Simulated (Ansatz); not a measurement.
# F2H2O2Si: the cost of one run

The runs use Ansatz 0.2.0, Gaussian basis; PBE0-D4/def2-TZVP structures, single points in def2-TZVPP, no counterpoise correction.

Levels: SPW92, PBE-D4, BLYP-D4, r2SCAN-D4, B97M-V, PBE0-D4, B3LYP-D4, r2SCAN0-D4, BHLYP-D4, CAM-B3LYP-D4, wB97X-V, wB97M-V, B2PLYP, PBE-QIDH, RPA on PBE, Hartree-Fock, MP2, CCSD, CCSD(T).

Cores are frozen in the correlated methods. B3LYP uses VWN-RPA correlation. B2PLYP carries no dispersion term here.

116 further runs of the same task are left out: 1 for a known fault of the program, 3 that didn't finish, 112 set aside as unsound or not needed.

## Step 1: Where the work starts

The complex: 15 atoms, charge 0, spin multiplicity 1.

Atoms are counted from 1 here; the program's logs count them from 0.

Bond lengths: Si1–F3 1.578 Å, Si1–F4 1.574 Å, Si1–O5 1.612 Å, Si1–O7 1.617 Å, Si2–H8 1.484 Å, Si2–H10 1.491 Å, Si2–H11 1.483 Å, Si2–H12 1.481 Å, O5–H13 0.958 Å, H6–O9 0.965 Å, O7–H14 0.958 Å, O9–H15 0.960 Å. Angles: F3–Si1–F4 106.8°, F3–Si1–O5 109.7°, F3–Si1–O7 112.5°, F4–Si1–O5 112.8°, F4–Si1–O7 105.4°, O5–Si1–O7 109.7°, H8–Si2–H10 107.7°, H8–Si2–H11 110.6°, H8–Si2–H12 111.0°, H10–Si2–H11 107.8°, H10–Si2–H12 108.4°, H11–Si2–H12 111.2°, Si1–O5–H13 119.6°, Si1–O7–H14 119.3°, H6–O9–H15 105.0°.

Coordinates:

```csv
atom,x (Å),y (Å),z (Å)
Si1,-1.88850,0.13123,-0.28412
Si2,2.35773,-0.60325,-0.76288
F3,-1.23446,-0.10926,-1.70033
F4,-1.74156,-1.21455,0.51814
O5,-3.42486,0.58505,-0.46561
H6,0.48871,0.59665,1.66620
O7,-1.09147,1.23763,0.58445
H8,1.27186,-1.55477,-0.42005
O9,1.27060,0.14446,2.00472
H10,2.84361,-0.94403,-2.13032
H11,1.84127,0.78691,-0.79826
H12,3.49145,-0.72863,0.18205
H13,-3.96420,0.17121,-1.14077
H14,-1.15706,2.16204,0.34023
H15,0.93698,-0.66080,2.40644
```

Its parts: F2H2O2Si holds atoms 1, 3, 4, 5, 7, 13, 14; SiH4 holds atoms 2, 8, 10, 11, 12; H2O holds atoms 6, 9, 15. Each part counts its atoms afresh in its own runs.

## Step 2: Relaxing F2H2O2Si alone

Input file relax-a/in.yaml:

```yaml
crystal:
  periodic: [false, false, false]
  atoms:
    - {symbol: Si, position_ang: [-1.888502, 0.131231, -0.284115]}
    - {symbol: F, position_ang: [-1.234459, -0.109257, -1.700331]}
    - {symbol: F, position_ang: [-1.741560, -1.214551, 0.518139]}
    - {symbol: O, position_ang: [-3.424859, 0.585049, -0.465607]}
    - {symbol: O, position_ang: [-1.091474, 1.237632, 0.584450]}
    - {symbol: H, position_ang: [-3.964202, 0.171211, -1.140770]}
    - {symbol: H, position_ang: [-1.157056, 2.162045, 0.340226]}
basis:
  gaussian: {orbitals: def2-TZVP}
hamiltonian: {xc: pbe0, dispersion: d4}
relax: {f_tol: 0.005, max_steps: 200}
```

Started as:

```console
> ansatz run in.yaml --threads 5 --pin off --events-out ev --progress --plain --max-ram 66560MiB --backend cuda --devices 0, --max-vram 37GiB
```

**Question.** How long does this run take on 1 × a share of an NVIDIA H100 with 5 threads of AMD EPYC 7R13, shared host?

About 33 s.
